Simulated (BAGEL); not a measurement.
# AlHBrO (SMILES [OH][Al][Br]): ROHF/def2-SVPD (density fitting with qzvpp-jkfit)

What is the energy change on altering one bond length of AlHBrO at ROHF/def2-SVPD (density fitting with qzvpp-jkfit)? 

The calculation is run with BAGEL 1.2.2.

4 further runs of the same task are left out: 1 for a known fault of the program, 3 that didn't finish. Runs told in other sessions of the task aren't counted.

## 1. The molecule

AlHBrO has 4 atoms, charge 0, and is taken as a doublet. SMILES: `[OH][Al][Br]`. The shape is that of a PBE0-D4/def2-TZVP optimisation.

Bond lengths: O1–Al2 1.695 Å, Al2–Br3 2.270 Å, O1–H4 0.957 Å. Angles: O1–Al2–Br3 116.9°, Al2–O1–H4 123.5°.

## 2. A single-point energy at ROHF/def2-SVPD (density fitting with qzvpp-jkfit)

Input file job.json:

```json
{ "bagel" : [

{
  "title" : "molecule",
  "basis" : "def2-svpd.json",
  "df_basis" : "qzvpp-jkfit",
  "angstrom" : true,
  "geometry" : [
    { "atom" : "O", "xyz" : [      -0.417900,       0.558200,      -0.729100 ] },
    { "atom" : "Al", "xyz" : [      -0.100700,      -0.215000,       0.745000 ] },
    { "atom" : "Br", "xyz" : [       1.740900,      -1.539700,       0.836000 ] },
    { "atom" : "H", "xyz" : [      -1.166700,       1.136400,      -0.872200 ] }
  ]
},

{ "title" : "rohf", "nopen" : 1 },

{ "title" : "print", "file" : "orbitals.molden", "orbitals" : true }

]}
```

The basis set def2-SVPD is read from a file made from the Basis Set Exchange's data (not shown).

On the command line:

```bash
BAGEL_NUM_THREADS=1 BAGEL job.json > job.out
```

The log of the run:

```text
* using 1 threads per process

  ===============================================================
  ===============================================================

  *** Geometry ***

  { "atom" : "O", "xyz" : [     -0.789717,      1.054845,     -1.377799 ] },
  { "atom" : "Al", "xyz" : [     -0.190295,     -0.406291,      1.407846 ] },
  { "atom" : "Br", "xyz" : [      3.289824,     -2.909611,      1.579811 ] },
  { "atom" : "H", "xyz" : [     -2.204743,      2.147485,     -1.648219 ] },

  Number of auxiliary basis functions:      489

  Since a DF basis is specified, we compute 2- and 3-index integrals:
    o Being stored without compression. Storage requirement is 0.036 GB

  Number of basis functions:       96
  Number of electrons      :       57

    * METHOD: MOLECULE                             0.19

  *** Open-shell HF ***

  === Nuclear Repulsion ===
   193.8399248769

      * DIIS with orbital gradients will be used.

  === ROHF iteration (def2-svpd.json) ===
      0      -2889.16321028          0.04402908           0.15
      1      -2889.28056778          0.04063143           0.15
      2      -2889.35720519          0.02732170           0.14
      3      -2889.43654146          0.00169942           0.14
      4      -2889.43819345          0.00068024           0.14
      5      -2889.43857849          0.00026625           0.14
      6      -2889.43865982          0.00006135           0.14
      7      -2889.43868355          0.00001706           0.14
      8      -2889.43868683          0.00000645           0.14
      9      -2889.43868726          0.00000317           0.14
     10      -2889.43868735          0.00000131           0.14
     11      -2889.43868736          0.00000041           0.14
     12      -2889.43868735          0.00000019           0.13
     13      -2889.43868736          0.00000008           0.14
     14      -2889.43868736          0.00000003           0.15
     15      -2889.43868736          0.00000001           0.14
     16      -2889.43868736          0.00000001           0.15
    * SCF iteration converged.

    * S^2 (ROHF) is 0.7500

    * Permanent dipole moment:
           (    0.988222,    -0.576446,    -0.310691) a.u.

    * METHOD: ROHF                                 2.65

    * METHOD: PRINT                                0.01

  ===============================================================
```

Wall time 3 s (1 thread of Intel Xeon 6975P-C (Granite Rapids), shared host).

## 3. The distorted shape

Input file input.json:

```json
{ "bagel" : [

{
  "title" : "molecule",
  "basis" : "def2-svpd.json",
  "df_basis" : "qzvpp-jkfit",
  "angstrom" : true,
  "geometry" : [
    { "atom" : "O", "xyz" : [   -0.970390,    0.955617,   -0.756401 ] },
    { "atom" : "Al", "xyz" : [   -0.653190,    0.182417,    0.717699 ] },
    { "atom" : "Br", "xyz" : [    1.740900,   -1.539700,    0.836000 ] },
    { "atom" : "H", "xyz" : [   -1.719190,    1.533817,   -0.899501 ] }
  ]
},
{ "title" : "rohf", "nopen" : 1 },
{ "title" : "print", "file" : "orbitals.molden", "orbitals" : true }

]}
```

The basis set def2-SVPD is read from a file made from the Basis Set Exchange's data (not shown).

On the command line:

```bash
BAGEL_NUM_THREADS=1 BAGEL input.json > input.out
```

The log of the run:

```text
* using 1 threads per process

  ===============================================================
  ===============================================================

  *** Geometry ***

  { "atom" : "O", "xyz" : [     -1.833771,      1.805854,     -1.429391 ] },
  { "atom" : "Al", "xyz" : [     -1.234350,      0.344718,      1.356255 ] },
  { "atom" : "Br", "xyz" : [      3.289824,     -2.909611,      1.579811 ] },
  { "atom" : "H", "xyz" : [     -3.248798,      2.898494,     -1.699811 ] },

  Number of auxiliary basis functions:      489

  Since a DF basis is specified, we compute 2- and 3-index integrals:
    o Being stored without compression. Storage requirement is 0.036 GB

  Number of basis functions:       96
  Number of electrons      :       57

    * METHOD: MOLECULE                             0.17

  *** Open-shell HF ***

  === Nuclear Repulsion ===
   162.0513236505

      * DIIS with orbital gradients will be used.

  === ROHF iteration (def2-svpd.json) ===
      0      -2889.10714753          0.04404886           0.14
      1      -2889.22982733          0.04036275           0.14
      2      -2889.30690246          0.02755415           0.15
      3      -2889.38843680          0.00158592           0.14
      4      -2889.39006838          0.00081290           0.14
      5      -2889.39073596          0.00043860           0.14
      6      -2889.39104290          0.00018587           0.14
      7      -2889.39116492          0.00006380           0.14
      8      -2889.39121506          0.00002375           0.14
      9      -2889.39122807          0.00001182           0.14
     10      -2889.39123076          0.00000500           0.14
     11      -2889.39123151          0.00000187           0.14
     12      -2889.39123143          0.00000092           0.14
     13      -2889.39123155          0.00000045           0.15
     14      -2889.39123155          0.00000014           0.14
     15      -2889.39123159          0.00000006           0.14
     16      -2889.39123160          0.00000003           0.14
     17      -2889.39123160          0.00000002           0.14
     18      -2889.39123160          0.00000001           0.14
    * SCF iteration converged.

    * S^2 (ROHF) is 0.7500

    * Permanent dipole moment:
           (    2.300282,    -1.502751,    -0.292638) a.u.

    * METHOD: ROHF                                 2.91

    * METHOD: PRINT                                0.01

  ===============================================================
```

It took 3.3 s on 1 thread of Intel Xeon 6975P-C (Granite Rapids), shared host.

## 4. Results

Level: ROHF/def2-SVPD (density fitting with qzvpp-jkfit).

| quantity | value |
| --- | --- |
| first shape: total energy | -2889.43869 Eh |
| first shape: dipole moment | 3.01 D |
| first shape: ⟨S²⟩ | 0.750 |
| distorted shape: total energy | -2889.39123 Eh |
| distorted shape: dipole moment | 7.02 D |
| distorted shape: ⟨S²⟩ | 0.750 |
| energy change with the Al2–Br3 bond stretched from 2.270 to 2.951 Å | 1.291 eV |

**Reading.** With the Al2–Br3 bond stretched from 2.270 to 2.951 Å the energy rises by 1.29 eV (30 kcal/mol). The first shape isn't relaxed at this level, so the change isn't measured from a minimum.
